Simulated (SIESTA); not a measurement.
Crystal: In3Pt2.

```
Pt In
1.0
     4.57226    0.00000    0.00000
    -2.28613    3.95969    0.00000
     0.00000    0.00000    5.57638
Pt In
2 3
Direct
  0.33333 0.66667 0.16283
  0.66667 0.33333 0.83717
  0.33333 0.66667 0.65033
  0.66667 0.33333 0.34967
  0.00000 0.00000 0.00000
```

The cell comes from a database or a generator and needn't be the stable form of this composition.

```yaml
Program: SIESTA 5.4.2
Task: single point
Functional: PBEsol
Potentials_or_basis: PseudoDojo 0.4 standard (PBEsol files)
Basis: DZP (energy shift 0.003 Ry; two zetas on semicore shells)
Grid_cutoff: 800 Ry
Energy_shift: 0.003 Ry
k_mesh: 7 × 7 × 5
Occupations: fermi-dirac, width 0.05 eV
Spin: no spin polarisation
```

On this cell: pressure -1.2 GPa; largest force 0.085 eV/Å; band gap on the k mesh none (metal or under the smearing width).

The same run follows on a disturbed copy (atoms moved at random, drawn with an rms of 0.05 Å):

```
Pt In
1.0
     4.57226    0.00000    0.00000
    -2.28613    3.95969    0.00000
     0.00000    0.00000    5.57638
Pt In
2 3
Direct
  0.32607 0.66211 0.16557
  0.66785 0.34392 0.83964
  0.33133 0.67285 0.66047
  0.66650 0.32845 0.35173
  0.00732 0.01294 0.99477
```

Task: What does the disturbed cell give?

Result: The energy (extrapolated to zero smearing) moves by +6.1 meV/atom; pressure -0.9 GPa; largest force 0.498 eV/Å; band gap on the k mesh none (metal or under the smearing width).

Forces in eV/Å, atoms in the order of the input:
```
Pt   0.161  0.240  0.189
Pt   0.061  0.024  0.083
In   0.099  0.055 -0.459
In  -0.129  0.107  0.011
In  -0.194 -0.425  0.173
```

Stress tensor (GPa, compression positive):
```
-0.90  0.27 -0.16
 0.27 -0.35  0.15
-0.16  0.15 -1.54
```

Caveats: short orbitals over semicore shells can move pressures by several GPa; the basis of atomic orbitals isn't converged, which shifts pressures, moduli and gaps.
